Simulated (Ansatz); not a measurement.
# CsYCdS3: a short molecular-dynamics run

What does CsYCdS3 do over 40 steps of 1 fs under a Nosé-Hoover thermostat at 600 K? The cell is a randomly packed cell of 12 atoms, taken as it stands, without a relaxation.

All numbers below are computed with Ansatz 0.2.0 (DFT PBE, plane waves, PAW, scalar-relativistic, no spin polarisation).

## 1. The system as given

The cell holds 12 atoms (Cd2Cs2S6Y2): a = 8.426 Å, b = 7.329 Å, c = 5.709 Å, α = 92.46°, β = 87.21°, γ = 87.24°.

As a file:

```
Cs Y Cd S
1.0
     8.19808    1.86175    0.56121
    -1.25330    7.21346   -0.32880
    -0.10342   -0.00696    5.70794
Cs Y Cd S
2 2 2 6
Cartesian
  0.9738 2.2631 3.6690
  3.6505 3.7083 0.8542
  -0.7967 7.0256 0.4686
  4.6080 8.4115 4.6344
  5.9907 5.5951 4.0448
  2.3830 6.9987 0.5922
  -0.5112 3.3394 0.6738
  0.8142 5.0196 1.8854
  6.3120 2.9464 2.6310
  -0.7503 6.2142 3.3199
  3.7928 6.3476 2.7474
  1.5987 6.7247 3.7245
```

## 2. Molecular dynamics

input.yaml

```yaml
crystal:
  lattice:
    - [8.19808, 1.861746, 0.561214]
    - [-1.253299, 7.213459, -0.328798]
    - [-0.103419, -0.006956, 5.70794]
  atoms:
    - { symbol: Cs, position: [0.168293, 0.270922, 0.641846] }
    - { symbol: Cs, position: [0.505485, 0.383732, 0.122052] }
    - { symbol: "Y", position: [0.051378, 0.960826, 0.13239] }
    - { symbol: "Y", position: [0.722043, 0.980494, 0.797401] }
    - { symbol: Cd, position: [0.825188, 0.563311, 0.659949] }
    - { symbol: Cd, position: [0.423707, 0.86098, 0.11168] }
    - { symbol: S, position: [0.009859, 0.460534, 0.143612] }
    - { symbol: S, position: [0.20216, 0.644029, 0.347533] }
    - { symbol: S, position: [0.805609, 0.200916, 0.393298] }
    - { symbol: S, position: [0.04634, 0.850111, 0.626049] }
    - { symbol: S, position: [0.580228, 0.730657, 0.466374] }
    - { symbol: S, position: [0.33292, 0.846968, 0.668566] }
kpoints:
  mp_grid: { grid: [2, 2, 3] }
magnetization:
  spin_polarized: false
scf:
  occupations: { method: gaussian, width: 0.1 }
  eigensolver: { kind: davidson }
hamiltonian:
  pseudopotentials: { kind: paw }
  xc: pbe
basis:
  ecutwfc: 420
  precision: f64
md:
  timestep: 1.0
  n_steps: 40
  ensemble: nvt_nose_hoover
  temperature: 600.0
  initial_velocities: maxwell_boltzmann
  seed: 829481
```

Run with:

```
$ ansatz run input.yaml --threads 2 --pin off --max-ram 2560MiB --backend cpu --events-out ev --progress --plain --runs-dir out
```

**Question.** What will these runs give? Wanted: temperature, first and last step; temperature, second half; potential energy, second half; largest change of the conserved energy; mean square displacement, second half.

**Answer**, as computed:

| quantity | value |
| --- | --- |
| length | 40 steps of 1 fs |
| temperature, first and last step | 600 and 1669 K |
| temperature, second half | mean 1589 K, from 1511 to 1669 K |
| potential energy, second half | -129 meV/atom from the start |
| largest change of the conserved energy | 0.11 meV/atom |
| mean square displacement, second half | S 0.090, Y 0.043, Cd 0.007, Cs 0.004 Å² |

What this shows: Against a set 600 K the second half averages 1589 K with a spread of 35 K (in equilibrium 12 atoms would scatter by about 148 K, over a far longer run); the potential energy of that half lies 129 meV/atom under the start, so the atoms have moved to lower-lying arrangements, and the energy set free heats the cell. The conserved energy strays from its start by at most 0.11 meV/atom, under 0.1 % of the mean kinetic energy, which is good for a step of 1 fs. Over the second half S atoms stand 0.3 Å (root mean square) from where they began, and the farthest move is 0.5 Å. Settings off the usual here: scf.eigensolver.kind, basis.precision. Averages from a run of 40 fs with 12 atoms are rough.
